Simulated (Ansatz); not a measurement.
**CH3NSe: taking an electron away**

How much energy removes an electron from CH3NSe at fixed geometry? The cation is run at each level and the neutral's energy taken from earlier runs.

Program: Ansatz 0.2.0, Gaussian basis. Level of theory: unrestricted cation, the program's frozen cores in correlated methods. These are calculated values, not measurements.

Plan: UKS PBE-D4/def2-TZVPP; UKS r2SCAN-D4/def2-TZVPP; UKS PBE0-D4/def2-TZVPP; UKS B3LYP-D4/def2-TZVPP; UKS wB97X-V/def2-TZVPP; UKS wB97M-V/def2-TZVPP; UKS B2PLYP/def2-TZVPP; UHF-CCSD(T)/def2-TZVPP; UHF-MP2/def2-QZVPP; extrapolation to the limit; then −ε(HOMO) from the neutral's earlier runs with LDA (SPW92), PBE-D4, revPBE-D4, BLYP-D4, r2SCAN-D4, B97M-V, PBE0-D4, B3LYP-D4, r2SCANh-D4, r2SCAN0-D4, HSE06-D4, BHLYP-D4, CAM-B3LYP-D4, LC-ωPBE, ωB97X-V, ωB97M-V.

### Step 1. Structure used throughout

The geometry comes from an earlier relaxation with PBE0-D4 in a triple-zeta def2 set; it is a stationary point.

SMILES `NC=[Se]`, 6 atoms, charge 0, spin multiplicity 1.

Atoms are counted from 1 here; the program's logs count them from 0.

Bond lengths: N1–C2 1.328 Å, N1–H4 1.006 Å, N1–H5 1.008 Å, C2–Se3 1.780 Å, C2–H6 1.089 Å. Angles: C2–N1–H4 121.8°, C2–N1–H5 119.3°, H4–N1–H5 118.9°, N1–C2–Se3 126.0°, N1–C2–H6 113.4°, Se3–C2–H6 120.6°.

### Step 2. Cation, UKS PBE-D4/def2-TZVPP

File in.yaml:

```yaml
crystal:
  periodic: [false, false, false]
  atoms:
    - {symbol: N, position_ang: [-0.202264, -0.416433, 0.582412]}
    - {symbol: C, position_ang: [0.024708, 0.355014, -0.474915]}
    - {symbol: Se, position_ang: [1.616590, 0.714583, -1.184375]}
    - {symbol: H, position_ang: [-1.132106, -0.576897, 0.930863]}
    - {symbol: H, position_ang: [0.575718, -0.854360, 1.050313]}
    - {symbol: H, position_ang: [-0.882656, 0.778094, -0.904299]}
basis:
  gaussian: {orbitals: def2-TZVPP}
total_charge: 1
magnetization: {spin_polarized: true, initial_magnetization: 1}
hamiltonian: {xc: pbe, dispersion: d4}
```

The run is started by

```
$ ansatz run in.yaml --threads 2 --pin off --events-out ev --progress --plain --max-ram 4352MiB
```

What it wrote:

```text
Functional definition: PBE
  name "PBE"
  cite "Perdew, Burke & Ernzerhof, Phys. Rev. Lett. 77, 3865 (1996) doi:10.1103/PhysRevLett.77.3865"
  parent pbe
  parameter kappa = 0.804
  parameter beta = 0.06672455060314922
  exchange = pbe_x(kappa = kappa, mu = beta*pi^2/3)
  correlation = pbe_c(beta = beta)
899 factors; their error is unknown
mean field evaluation 1: about -67864.9599 eV, gradient 9.2e1 eV
mean field evaluation 2: about -67588.4229 eV, gradient 1.9e2 eV
mean field evaluation 4: about -67899.6051 eV, gradient 3.3e1 eV
mean field evaluation 8: about -67905.3504 eV, gradient 1.6e-1 eV
mean field evaluation 16: about -67905.3188 eV, gradient 6.6e-4 eV
mean field evaluation 32: about -67904.8723 eV, gradient 5.1e0 eV
mean field -67905.31876101 eV, -2495.4744365891 hartree, gradient 1.4e-5 eV, S^2 0.754868; 3 other end points of the search recorded, 0 dependent functions left out
reference -67905.31879267 eV, -2495.4744377523 hartree; 25, 24 occupied and 127, 128 virtual orbitals, 899 factors
Total energy: -67905.40361581 eV, -2495.4775549453 hartree
```

Wall time 4.7 s (2 threads of Arm Neoverse V1, shared host).

Less the neutral's -67913.5787 eV (earlier run), this gives 8.175 eV. ⟨S²⟩ = 0.755.

### Step 3. Cation, UKS r2SCAN-D4/def2-TZVPP

in.yaml, as its differences from that of step 2:

```diff
@@ -13,2 +13,2 @@
 magnetization: {spin_polarized: true, initial_magnetization: 1}
-hamiltonian: {xc: pbe, dispersion: d4}
+hamiltonian: {xc: r2scan, dispersion: d4}
```

Launched as before.

What it wrote (excerpt; [...] marks lines left out):

```text
Functional definition: r2SCAN
  name "r2SCAN"
  cite "Furness, Kaplan, Ning, Perdew & Sun, J. Phys. Chem. Lett. 11, 8208 (2020) doi:10.1021/acs.jpclett.0c02405"
  cite "Furness, Kaplan, Ning, Perdew & Sun, J. Phys. Chem. Lett. 11, 9248 (2020) doi:10.1021/acs.jpclett.0c03077"
  parent r2scan
[...]
899 factors; their error is unknown
[...]
mean field -67916.44447430 eV, -2495.8832990109 hartree, gradient 3.5e-5 eV, S^2 0.758196; 3 other end points of the search recorded, 0 dependent functions left out
reference -67916.44448509 eV, -2495.8832994075 hartree; 25, 24 occupied and 127, 128 virtual orbitals, 899 factors
Total energy: -67916.46314707 eV, -2495.8839852228 hartree
```

It took 9 s on 2 threads of Arm Neoverse V1, shared host.

The neutral molecule at this level: -67924.6290 eV. Difference: 8.166 eV. ⟨S²⟩ = 0.758.

### Step 4. Cation, UKS PBE0-D4/def2-TZVPP

in.yaml, as its differences from that of step 3:

```diff
@@ -13,2 +13,2 @@
 magnetization: {spin_polarized: true, initial_magnetization: 1}
-hamiltonian: {xc: r2scan, dispersion: d4}
+hamiltonian: {xc: pbe0, dispersion: d4}
```

Launched as before.

What it wrote:

```text
Functional definition: PBE0
  name "PBE0"
  cite "Adamo & Barone, J. Chem. Phys. 110, 6158 (1999) doi:10.1063/1.478522"
  cite "Perdew, Burke & Ernzerhof, Phys. Rev. Lett. 77, 3865 (1996) doi:10.1103/PhysRevLett.77.3865"
  parent pbe
  parameter a = 0.25
  parameter kappa = 0.804
  parameter beta = 0.06672455060314922
  exchange = (1 - a)*pbe_x(kappa = kappa, mu = beta*pi^2/3) + a*exact_x
  correlation = pbe_c(beta = beta)
924 factors; their error is unknown
mean field evaluation 1: about -67881.2996 eV, gradient 7.4e1 eV
mean field evaluation 2: about -67800.2266 eV, gradient 1.3e2 eV
mean field evaluation 4: about -67905.8113 eV, gradient 1.7e1 eV
mean field evaluation 8: about -67907.0352 eV, gradient 2.2e-1 eV
mean field evaluation 16: about -67907.4596 eV, gradient 4.5e-3 eV
mean field evaluation 32: about -67907.4441 eV, gradient 1.6e0 eV
mean field -67907.45960640 eV, -2495.5531112058 hartree, gradient 2.1e-5 eV, S^2 0.756804; 2 other end points of the search recorded, 0 dependent functions left out
reference -67907.45963005 eV, -2495.5531120750 hartree; 25, 24 occupied and 127, 128 virtual orbitals, 924 factors
Total energy: -67907.53000365 eV, -2495.5556982572 hartree
```

Wall time 5.5 s (2 threads of Arm Neoverse V1, shared host).

The neutral molecule at this level: -67915.6906 eV. Difference: 8.161 eV. ⟨S²⟩ = 0.757.

### Step 5. Cation, UKS B3LYP-D4/def2-TZVPP

in.yaml, as its differences from that of step 4:

```diff
@@ -13,2 +13,2 @@
 magnetization: {spin_polarized: true, initial_magnetization: 1}
-hamiltonian: {xc: pbe0, dispersion: d4}
+hamiltonian: {xc: {name: B3LYP}, dispersion: d4}
```

The command is unchanged.

What it wrote (excerpt; [...] marks lines left out):

```text
Functional definition: B3LYP
  name "B3LYP"
  cite "Stephens, Devlin, Chabalowski & Frisch, J. Phys. Chem. 98, 11623 (1994) doi:10.1021/j100096a001"
  cite "Becke, Phys. Rev. A 38, 3098 (1988) doi:10.1103/PhysRevA.38.3098"
  cite "Lee, Yang & Parr, Phys. Rev. B 37, 785 (1988) doi:10.1103/PhysRevB.37.785"
  cite "Vosko, Wilk & Nusair, Can. J. Phys. 58, 1200 (1980) doi:10.1139/p80-159"
[...]
921 factors; their error is unknown
[...]
mean field -67919.22152152 eV, -2495.9853536141 hartree, gradient 6.9e-6 eV, S^2 0.754672; 2 other end points of the search recorded, 0 dependent functions left out
reference -67919.22172475 eV, -2495.9853610825 hartree; 25, 24 occupied and 127, 128 virtual orbitals, 921 factors
Total energy: -67919.36108475 eV, -2495.9904824683 hartree
```

Wall time 6 s (2 threads of Arm Neoverse V1, shared host).

Less the neutral's -67927.6073 eV (earlier run), this gives 8.246 eV. ⟨S²⟩ = 0.755.

### Step 6. Cation, UKS wB97X-V/def2-TZVPP

in.yaml, as its differences from that of step 5:

```diff
@@ -13,2 +13,2 @@
 magnetization: {spin_polarized: true, initial_magnetization: 1}
-hamiltonian: {xc: {name: B3LYP}, dispersion: d4}
+hamiltonian: {xc: {name: wB97X-V}}
```

The command is unchanged.

What it wrote (excerpt; [...] marks lines left out):

```text
Functional definition: wB97X-V
  name "wB97X-V"
  cite "Mardirossian & Head-Gordon, Phys. Chem. Chem. Phys. 16, 9904 (2014) doi:10.1039/C3CP54374A"
  cite "Becke, J. Chem. Phys. 107, 8554 (1997) doi:10.1063/1.475007"
  cite "Vydrov & Van Voorhis, J. Chem. Phys. 133, 244103 (2010) doi:10.1063/1.3521275"
[...]
      + integral(e_c_pw_opposite_spin*poly(b97_u_opposite, cos0, cos1)) + vv10(b, c)
921 factors; their error is unknown
191 factors; integrals over basis functions are off by at most 2.6e-5 eV
[...]
mean field -67911.23868018 eV, -2495.6919896059 hartree, gradient 2.6e-5 eV, S^2 0.754628; 2 other end points of the search recorded, 0 dependent functions left out
reference -67911.23867901 eV, -2495.6919895627 hartree; 25, 24 occupied and 127, 128 virtual orbitals, 921 factors
Total energy: -67911.23867901 eV, -2495.6919895627 hartree
```

It took 29 s on 2 threads of Arm Neoverse V1, shared host; peak memory 0.69 GiB.

The neutral molecule at this level: -67919.3964 eV. Difference: 8.158 eV. ⟨S²⟩ = 0.755.

### Step 7. Cation, UKS wB97M-V/def2-TZVPP

in.yaml, as its differences from that of step 6:

```diff
@@ -13,2 +13,2 @@
 magnetization: {spin_polarized: true, initial_magnetization: 1}
-hamiltonian: {xc: {name: wB97X-V}}
+hamiltonian: {xc: {name: wB97M-V}}
```

Launched as before.

What it wrote (excerpt; [...] marks lines left out):

```text
Functional definition: wB97M-V
  name "wB97M-V"
  cite "Mardirossian & Head-Gordon, J. Chem. Phys. 144, 214110 (2016) doi:10.1063/1.4952647"
  cite "Becke, J. Chem. Phys. 107, 8554 (1997) doi:10.1063/1.475007"
  cite "Vydrov & Van Voorhis, J. Chem. Phys. 133, 244103 (2010) doi:10.1063/1.3521275"
  # Of w^i u^j: cxij and so on, Table III.
[...]
  gx(w, u) = 1 - cx + cx01*u + cx10*w
  gss(w, u) = css00 + css04*u^4 + css10*w + css20*w^2 + css43*w^4*u^3
  gos(w, u) = cos00 + cos10*w + (cos20 + cos21*u)*w^2 + (cos60 + cos61*u)*w^6
[...]
      + integral(e_c_pw_mod_opposite_spin*gos(b97_w_opposite, b97_u_opposite)) + vv10(b, c)
907 factors; their error is unknown
191 factors; integrals over basis functions are off by at most 2.6e-5 eV
[...]
mean field -67913.42789463 eV, -2495.7724417529 hartree, gradient 2.2e-5 eV, S^2 0.754733; 2 other end points of the search recorded, 0 dependent functions left out
reference -67913.42793062 eV, -2495.7724430755 hartree; 25, 24 occupied and 127, 128 virtual orbitals, 907 factors
Total energy: -67913.42793062 eV, -2495.7724430755 hartree
```

Wall time 34 s (2 threads of Arm Neoverse V1, shared host); peak memory 0.72 GiB.

Less the neutral's -67921.5548 eV (earlier run), this gives 8.127 eV. ⟨S²⟩ = 0.755.

### Step 8. Cation, UKS B2PLYP (frozen core)/def2-TZVPP

in.yaml, as its differences from that of step 7:

```diff
@@ -13,2 +13,2 @@
 magnetization: {spin_polarized: true, initial_magnetization: 1}
-hamiltonian: {xc: {name: wB97M-V}}
+hamiltonian: {xc: {name: B2PLYP}}
```

The command is unchanged.

What it wrote (excerpt; [...] marks lines left out):

```text
Functional definition: B2PLYP
  name "B2PLYP"
  cite "Grimme, J. Chem. Phys. 124, 034108 (2006) doi:10.1063/1.2148954"
  cite "Becke, Phys. Rev. A 38, 3098 (1988) doi:10.1103/PhysRevA.38.3098"
  cite "Lee, Yang & Parr, Phys. Rev. B 37, 785 (1988) doi:10.1103/PhysRevB.37.785"
[...]
943 factors; integrals over basis functions are off by at most 1.0e-3 eV
[...]
mean field -67900.44787099 eV, -2495.2954346822 hartree, gradient 9.9e-6 eV, S^2 0.758278; 4 other end points of the search recorded, 0 dependent functions left out
11 core orbitals not correlated: weight in the atoms' cores, before any rotation towards them, 1.000 or more for the frozen orbitals, at most 0.000 for the correlated occupied ones
reference -67900.44799931 eV, -2495.2954393978 hartree; 14, 13 occupied and 127, 128 virtual orbitals, 943 factors
second order -19.73922024 eV of doubles, -0.00000000 eV of singles
Total energy: -67905.77758877 eV, -2495.4912981980 hartree
```

It took 16 s on 2 threads of Arm Neoverse V1, shared host; peak memory 0.49 GiB.

The neutral molecule at this level: -67913.9512 eV. Difference: 8.174 eV. ⟨S²⟩ = 0.758.

### Step 9. Cation, UHF-CCSD(T)/def2-TZVPP

in.yaml, as its differences from that of step 8:

```diff
@@ -13,2 +13,3 @@
 magnetization: {spin_polarized: true, initial_magnetization: 1}
-hamiltonian: {xc: {name: B2PLYP}}
+correlation: {method: ccsd_t}
+scf: {omitted_lower_state_checks: [cluster_reference]}
```

Launched as before.

What it wrote (excerpt; [...] marks lines left out):

```text
Functional definition: HF
  name "HF"
  cite "Fock, Z. Phys. 61, 126 (1930) doi:10.1007/BF01340294"
  parent pbe
[...]
943 factors; integrals over basis functions are off by at most 1.0e-3 eV
[...]
mean field -67856.40890224 eV, -2493.6770324312 hartree, gradient 5.8e-6 eV, S^2 0.766085; 4 other end points of the search recorded, 0 dependent functions left out
11 core orbitals not correlated: weight in the atoms' cores, before any rotation towards them, 1.000 or more for the frozen orbitals, at most 0.000 for the correlated occupied ones
reference -67856.40890224 eV, -2493.6770324312 hartree; 14, 13 occupied and 127, 128 virtual orbitals, 943 factors
second order -16.19897625 eV of doubles, -0.00000000 eV of singles
cycle   1  -16.21442355 eV  change   -1.5e-2 eV  update   1.0e-1
[...]
cycle  12  -16.75205047 eV  change   -1.0e-7 eV  update   1.0e-5
perturbative correction -0.71138847 eV, -0.0261430439 hartree
Total energy: -67873.87234117 eV, -2494.3188019750 hartree
Checks for a lower state left out: cluster_reference
```

It took 2.3 min on 2 threads of Arm Neoverse V1, shared host; peak memory 2.5 GiB.

The neutral molecule at this level: -67882.0205 eV. Difference: 8.148 eV. ⟨S²⟩ = 0.766. T1 = 0.016 (report).

### Step 10. Cation, UHF-MP2/def2-QZVPP

in.yaml, as its differences from that of step 9:

```diff
@@ -10,6 +10,6 @@
 basis:
-  gaussian: {orbitals: def2-TZVPP}
+  gaussian: {orbitals: "def2-QZVPP.json"}
 total_charge: 1
 magnetization: {spin_polarized: true, initial_magnetization: 1}
-correlation: {method: ccsd_t}
+correlation: {method: mp2}
 scf: {omitted_lower_state_checks: [cluster_reference]}
```

Launched as before.

What it wrote (excerpt; [...] marks lines left out):

```text
Functional definition: HF
  name "HF"
  cite "Fock, Z. Phys. 61, 126 (1930) doi:10.1007/BF01340294"
  parent pbe
[...]
1820 factors; integrals over basis functions are off by at most 7.1e-4 eV
[...]
mean field -67857.81456169 eV, -2493.7286894634 hartree, gradient 9.8e-6 eV, S^2 0.766480; 5 other end points of the search recorded, 0 dependent functions left out
11 core orbitals not correlated: weight in the atoms' cores, before any rotation towards them, 1.000 or more for the frozen orbitals, at most 0.000 for the correlated occupied ones
reference -67857.81456169 eV, -2493.7286894634 hartree; 14, 13 occupied and 268, 269 virtual orbitals, 1820 factors
second order -25.02423318 eV of doubles, -0.00000000 eV of singles
Total energy: -67882.83879487 eV, -2494.6483130708 hartree
Checks for a lower state left out: cluster_reference
```

It took 51 s on 2 threads of Arm Neoverse V1, shared host; peak memory 1.1 GiB.

The neutral molecule at this level: -67891.2007 eV. Difference: 8.362 eV. ⟨S²⟩ = 0.766.

### Step 11. From triple and quadruple zeta to the limit

No new run: Hartree-Fock is extrapolated as exp(−7.88√X) and correlation as X^−2.97, with X = 3 and 4; only MP2 was run in the larger set, so CCSD(T) minus MP2 is added from the smaller one.

```tsv
level	energy at the limit (eV)
HF	-67858.0082
MP2	-67889.5696
CCSD	-67890.1227
CCSD(T)	-67890.8341
```

This is no true limit for total energies: MP2 correlation changes by a factor of 1.54 from triple to quadruple zeta (about 1.07 in light molecules), because outer-core shells are correlated in sets not made for them. Much of that cancels between molecule and atoms or ions.

The neutral's limit, from its own earlier runs, is -67899.2032 eV in the additive form (MP2 limit plus CCSD(T) minus MP2 in triple zeta), in which the cation has -67890.8341 eV.

### Step 12. The ladder

```tsv
method	ionisation energy (eV)	from CCSD(T)/CBS (eV)	time
PBE-D4	8.18	-0.19	6.5 s
r2SCAN-D4	8.17	-0.20	13 s
PBE0-D4	8.16	-0.21	7.7 s
B3LYP-D4	8.25	-0.12	8.9 s
ωB97X-V	8.16	-0.21	35 s
ωB97M-V	8.13	-0.24	43 s
B2PLYP	8.17	-0.20	20 s
HF/def2-TZVPP	7.03	-1.34	
MP2/def2-TZVPP	8.23	-0.14	
CCSD/def2-TZVPP	8.06	-0.31	
CCSD(T)/def2-TZVPP	8.15	-0.22	2.9 min
CCSD(T)/CBS	8.37	0	3.9 min
```

Among the levels timed on like hardware and quicker than the yardstick, those that no quicker one beats, quickest first: PBE-D4 (6.5 s, -0.19 eV); B3LYP-D4 (8.9 s, -0.12 eV).

Times add the cation's run and the neutral's; HF, MP2 and CCSD come out of the CCSD(T) runs.

Orbital estimates, from the neutral's runs:

```tsv
functional	−ε(HOMO) (eV)	by energy difference (eV)
LDA (SPW92)	4.95	
PBE-D4	4.80	8.18
revPBE-D4	4.74	
BLYP-D4	4.64	
r2SCAN-D4	5.02	8.17
B97M-V	5.08	
PBE0-D4	5.91	8.16
B3LYP-D4	5.68	8.25
r2SCANh-D4	5.43	
r2SCAN0-D4	6.05	
HSE06-D4	5.51	
BHLYP-D4	6.86	
CAM-B3LYP-D4	7.17	
LC-ωPBE	8.50	
ωB97X-V	8.16	8.16
ωB97M-V	8.04	8.13
```

### Step 13. Summary of results

| quantity | value |
| --- | --- |
| ionisation energy, CCSD(T)/CBS | 8.37 eV |
| nearest functional by difference | B3LYP-D4 (-0.12 eV) |
| nearest −ε(HOMO) | LC-ωPBE (+0.13 eV) |
| −ε(HOMO) of PBE | 4.80 eV |
| T1 of the cation | 0.016 |

By cation minus neutral, the functionals miss by 0.24 eV at most. The PBE orbital energy is 3.6 eV too small: a semilocal HOMO is no ionisation energy. Among orbital estimates LC-ωPBE comes nearest. Hartree-Fock falls 1.34 eV short, as the neutral has more correlation energy than the cation. The cation may have settled in a state other than its lowest; no search over hole states beyond the program's own was made. Correlated methods include outer-core shells of Se, which these sets cover unevenly. With outer-core shells in play the reference is unsure by up to some tenths of an eV, so close misses can't be ranked.

B3LYP-D4 reaches 0.12 eV from the reference in 8.9 s, where CCSD(T)/CBS took 3.9 min; of the levels timed on like hardware the quickest, PBE-D4, takes 6.5 s and misses by 0.19 eV.
